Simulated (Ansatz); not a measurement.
Run this with Ansatz 0.2.0 through its Python package and show what comes out.

Script `c3h6bn.py`:
```python
'''Cost of removing each kind of hydrogen from C3H6BN, fragments frozen.'''

import ansatz as az


def single_point(molecule, charge=0, unpaired=0):
    calc = molecule.calculation().basis(gaussian='def2-SVPD').functional('R2SCAN0')
    if charge:
        calc = calc.charge(charge)
    if unpaired:
        calc = calc.spin('collinear', total=unpaired)
    report = calc.run(threads=1).report
    if report['published_state_doubts']:
        print('  doubts:', report['published_state_doubts'])
    return report['free_energy_ev']

def without(molecule, index):
    rest = az.Crystal.molecule()
    for i, site in enumerate(molecule.cartesian_sites):
        if i != index:
            rest = rest.atom(site.symbol, site.position_ang)
    return rest

geometry_ang = [
    ('C', (-1.7788, -0.7402, 0.7887)),
    ('B', (-0.2693, -0.6609, 0.5128)),
    ('N', (1.0419, -1.1338, 0.7429)),
    ('C', (0.9987, -0.0565, -0.0764)),
    ('C', (1.5344, 0.9514, -0.9829)),
    ('H', (-2.0697, -0.0415, 1.6502)),
    ('H', (-2.3349, -0.3129, -0.1139)),
    ('H', (-2.1043, -1.7219, 0.9743)),
    ('H', (0.9237, 1.9003, -0.8976)),
    ('H', (1.5728, 0.5706, -1.98)),
    ('H', (2.5509, 1.1882, -0.5976)),
]
geometry = az.Crystal.molecule()
for symbol, xyz in geometry_ang:
    geometry = geometry.atom(symbol, xyz)

whole = single_point(geometry, 0)
hydrogen = single_point(az.Crystal.molecule().atom('H', (0, 0, 0)), 0, 1)
print(f'E(molecule) = {whole:.5f} eV, E(H) = {hydrogen:.5f} eV')
for index in [7, 10]:
    radical = single_point(without(geometry, index), 0, 1)
    print(f'H{index}: homolysis {(radical + hydrogen - whole):.3f} eV')
    anion = single_point(without(geometry, index), -1)
    print(f'H{index}: loss of a proton {(anion - whole):.3f} eV')
```

```console
$ python c3h6bn.py
E(molecule) = -5366.04823 eV, E(H) = -13.58464 eV
H7: homolysis 4.677 eV
H7: loss of a proton 17.772 eV
H10: homolysis 4.217 eV
H10: loss of a proton 17.246 eV
```

Reading the output:
- Total energies depend on the basis set; only differences at equal settings carry meaning.
- The geometry is a force-field or estimated start, not a minimum of this method, and the basis set is short of its limit. All parts are taken at fixed geometry, without zero-point energy.
- Hardware and time: 58 s on 1 thread of Arm Neoverse V1, with other jobs on the host, peak memory 0.43 GiB.
